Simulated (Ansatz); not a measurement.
CoPd3:

```
Pd Co
1.0
     3.85037    0.00000    0.00000
     0.00000    3.85037    0.00000
     0.00000    0.00000    3.85037
Pd Co
3 1
Direct
  0.50000 0.50000 0.00000
  0.50000 0.00000 0.50000
  0.00000 0.50000 0.50000
  0.00000 0.00000 0.00000
```

The cell comes from a database or a generator and needn't be the stable form of this composition.

| Item | Value |
| --- | --- |
| Program | Ansatz 0.2.0 |
| Task | single point |
| Functional | PBEsol |
| Potentials or basis | all-electron LAPW, scalar-relativistic |
| Cutoff | 273 eV (chosen from the basis error) |
| Basis error allowed | 0.001 eV/atom |
| k mesh | 7 × 7 × 7 |
| Occupations | fermi-dirac, width 0.05 eV |
| Spin | collinear spin, ferromagnetic start |
| Starting moments | [0.0, 0.0, 0.0, 2.0] μB |

On this cell: pressure -7.5 GPa; largest force zero by symmetry; net moment 3.02 μB per cell; site moments Pd +0.34; Co +2.08 μB; band gap on the k mesh none (metal or under the smearing width).

The same run follows on a disturbed copy (atoms moved at random, drawn with an rms of 0.05 Å):

```
CELL_PARAMETERS angstrom
3.85037 0.00000 0.00000
0.00000 3.85037 0.00000
0.00000 0.00000 3.85037
ATOMIC_POSITIONS crystal
Pd 0.50483 0.49954 0.99318
Pd 0.50091 0.00111 0.49970
Pd 0.99638 0.50177 0.49446
Co 0.99687 0.00118 0.00705
```

What does the disturbed cell give?

The energy (extrapolated to zero smearing) moves by +2.6 meV/atom; pressure -7.4 GPa; largest force 0.309 eV/Å; net moment 3.02 μB per cell; site moments Pd +0.34; Co +2.08 μB; band gap on the k mesh none (metal or under the smearing width).

Forces on the atoms (eV/Å):
```
Pd  -0.231  0.043  0.200
Pd  -0.126 -0.020 -0.090
Pd   0.281 -0.017  0.052
Co   0.077 -0.007 -0.161
```
